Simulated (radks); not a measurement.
# Se⁴⁺ in [Ar] 3d9 4s2 4f1: an all-electron calculation

An exercise on one series of results from a longer session: the logs are not shown, and one member is left open.

Program: radks (a radial shooting solver on a logarithmic mesh, Libxc functionals) version 1. Level of theory: Dirac Kohn-Sham, PBE, spin-unpolarised, spherical densities, finite nucleus; open shells fill j = l - 1/2 first. These are calculated values, not measurements, unless marked.

## What is computed

* element: selenium (Z = 34)
* charge: +4
* electrons: 30
* configuration: [Ar] 3d9 4s2 4f1
* nuclear rms radius: 4.14 fm

The first run:

Input:

```text
Z 34
configuration [Ar] 3d9 4s2 4f1
relativity Dirac
functional pbe,pbe
spin unpolarised
j_filling energy
nucleus finite rms 4.14 fm
c 137.035999084
```

Launch:

```sh
> python run_ks.py task.json out
```

All runs below come from this command, one after another.

One table of the session follows, with a row left open; its other results are not shown here.

It belongs to the step «Shells». Radial moments (bohr):

```
level      <r>  outermost maximum (interpolated)  90 % within  nodes
1s1/2  0.04408                            0.0288       0.0788      0
2s1/2   0.1956                             0.165        0.303      1
2p1/2        ?                                 ?            ?      ?
2p3/2   0.1723                             0.133        0.281      0
3s1/2   0.5682                             0.500        0.845      2
3p1/2   0.5740                             0.492        0.875      1
3p3/2   0.5839                             0.500        0.890      1
3d3/2   0.5987                             0.444        0.980      0
3d5/2   0.6023                             0.447        0.986      0
4s1/2    1.512                              1.36         2.19      3
4f5/2    3.218                              2.82         4.79      0
4f7/2    3.218                              2.82         4.79      0
```

**Question.** Estimate the row for 2p1/2.

**Answer.** <r>: 0.1685; outermost maximum (interpolated): 0.130; 90 % within: 0.276; nodes: 0. In the column «<r>» it lies between 1s1/2 (0.04408) and 2p3/2 (0.1723).
